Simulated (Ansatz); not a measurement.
**HfB2 (P6/mmm): all-electron equation of state from a Python script**

Where is the equilibrium volume of HfB2 (P6/mmm) with all electrons, and how stiff is it? The task is an all-electron equation of state, for HfB2 (P6/mmm).

Program: the Python package of Ansatz 0.2.0. Level of theory: DFT PBE, all-electron LAPW. These are calculated values, not measurements.

## Step 1: The structure

Symmetry: P6/mmm, No. 191, hexagonal system. Conventional cell: a = 3.140 Å, b = 3.140 Å, c = 3.480 Å, α = 90.00°, β = 90.00°, γ = 120.00°. Hf (site symmetry 6/mmm) has 12 B at 2.51 Å in its first shell of neighbours. B (site symmetry -6m2) has 3 B at 1.81 Å and 6 Hf at 2.51 Å in its first shell of neighbours.

No structure file is read: the coordinates are typed or built in the script.

## Step 2: Script

Input file hfb2.py:

```python
"""E(V) of HfB2 on LAPW."""

import warnings

import ansatz as az
from ase.eos import EquationOfState
from ase.units import GPa
import numpy as np

vectors0 = np.array([
    [3.14, 0.0, 0.0],
    [-1.57, 2.71932, 0.0],
    [0.0, 0.0, 3.48],
])
sites = [
    ("Hf", [0.0, 0.0, 0.0]),
    ("B", [1 / 3, 2 / 3, 0.5]),
    ("B", [2 / 3, 1 / 3, 0.5]),
]


def build(cell):
    crystal = az.Crystal(lattice=az.Lattice.of(cell))
    for symbol, position in sites:
        crystal = crystal.atom(symbol, position)
    return crystal

warnings.simplefilter("ignore", az.DeckWarning)

volumes, energies = [], []
for scale in np.linspace(0.92, 1.08, 5):
    cell = vectors0 * scale ** (1 / 3)
    calculation = (
        build(cell).calculation()
        .functional("pbe")
        .occupations("fermi_dirac", width=0.05)
        .kpoints(11, 11, 8)
        .pseudopotentials("all_electron", lapw=True, basis_error=0.0005)
    )
    report = calculation.run().report
    volumes.append(abs(np.linalg.det(cell)) / len(sites))
    energies.append(report["free_energy_ev"] / len(sites))
    print(f"{scale:.3f} {volumes[-1]:9.4f} A^3/atom {energies[-1]:16.5f} eV/atom  (estimated basis error {1000 * report['lapw_basis_errors']['total_ev_per_atom']:.2f} meV/atom)")
v0, e0, bulk = EquationOfState(volumes, energies, eos="birchmurnaghan").fit()
print(f"V0 = {v0:.4f} A^3/atom, B0 = {bulk / GPa:.1f} GPa")
```

## Step 3: What the engine is handed

The engine receives this input (first run):

```yaml
crystal:
  lattice:
    - [3.053928914327208, 0.0, 0.0]
    - [-1.526964457163604, 2.64478024691346, 0.0]
    - [0.0, 0.0, 3.3846091152416187]
  atoms:
    - { symbol: Hf, position: [0.0, 0.0, 0.0] }
    - { symbol: B, position: [0.3333333333333333, 0.6666666666666666, 0.5] }
    - { symbol: B, position: [0.6666666666666666, 0.3333333333333333, 0.5] }
kpoints:
  mp_grid:
    grid: [11, 11, 8]
hamiltonian:
  xc: pbe
  pseudopotentials:
    kind: all_electron
    lapw:
      basis_error: 0.0005
scf:
  occupations:
    method: fermi_dirac
    width: 0.05
```

## Step 4: The run

On the command line:

```console
$ python hfb2.py
```

What it wrote:

```text
0.920    9.1125 A^3/atom    -137201.81909 eV/atom  (estimated basis error 0.22 meV/atom)
0.960    9.5087 A^3/atom    -137201.86686 eV/atom  (estimated basis error 0.22 meV/atom)
1.000    9.9049 A^3/atom    -137201.88385 eV/atom  (estimated basis error 0.22 meV/atom)
1.040   10.3010 A^3/atom    -137201.87550 eV/atom  (estimated basis error 0.21 meV/atom)
1.080   10.6972 A^3/atom    -137201.84627 eV/atom  (estimated basis error 0.21 meV/atom)
V0 = 9.9606 A^3/atom, B0 = 249.9 GPa
```

It took 90 s on 1 thread of Arm Neoverse V2, shared host; peak memory 0.52 GiB.

## Step 5: Inputs of later runs

The engine's inputs for some of the other runs:

Run 3, against run 1:

```diff
@@ -3,3 +3,3 @@
-    - [3.053928914327208, 0.0, 0.0]
-    - [-1.526964457163604, 2.64478024691346, 0.0]
-    - [0.0, 0.0, 3.3846091152416187]
+    - [3.14, 0.0, 0.0]
+    - [-1.57, 2.71932, 0.0]
+    - [0.0, 0.0, 3.48]
```

Run 4, against run 1:

```diff
@@ -3,3 +3,3 @@
-    - [3.053928914327208, 0.0, 0.0]
-    - [-1.526964457163604, 2.64478024691346, 0.0]
-    - [0.0, 0.0, 3.3846091152416187]
+    - [3.1813205279953567, 0.0, 0.0]
+    - [-1.5906602639976783, 2.7551046299962847, 0.0]
+    - [0.0, 0.0, 3.5257947252942166]
```

Run 5, against run 1:

```diff
@@ -3,3 +3,3 @@
-    - [3.053928914327208, 0.0, 0.0]
-    - [-1.526964457163604, 2.64478024691346, 0.0]
-    - [0.0, 0.0, 3.3846091152416187]
+    - [3.221594683538897, 0.0, 0.0]
+    - [-1.6107973417694486, 2.7899830747901255, 0.0]
+    - [0.0, 0.0, 3.570429776660943]
```

## Step 6: Run by run

One row for each of the 5 runs:

```csv
run,volume (Å³/atom),energy from run 3 (meV/atom),SCF cycles,CPU time (s)
1,9.112,64.76,8,17
2,9.509,16.99,8,17
3,9.905,0.00,9,18
4,10.301,8.35,9,18
5,10.697,37.58,9,18
```

Energies are free energies F = E - TS of the smeared occupations. 

## Step 7: Results

| quantity | value |
| --- | --- |
| runs compared | 5 |
| range of energy | 64.76 meV/atom |
| lowest point, volume (Å³/atom) | 9.905 |
| equilibrium volume (fit) | 9.96 Å³/atom |
| bulk modulus (fit) | 250 GPa |

In words: A third-order Birch-Murnaghan fit through the 5 points has its minimum at 9.96 Å³ an atom, 0.6 % above the typed cell, with a bulk modulus of 250 GPa and dB/dP = 3.9. From that minimum the energy rises by 65.0 meV an atom on the compressed side and 37.8 meV on the expanded side. What to keep in mind:
- All-electron totals depend on functional, relativistic treatment and basis; only differences at equal settings carry meaning.
- Shape and fractional positions are held along the curve, so the bulk modulus is an upper value where they are free to relax.
- The mesh is modest for a metal, so energies can be off by several to tens of meV an atom and pressures by half a GPa or more; differences at equal mesh fare better.
- Spin-orbit coupling, which matters for elements this heavy, is left out.
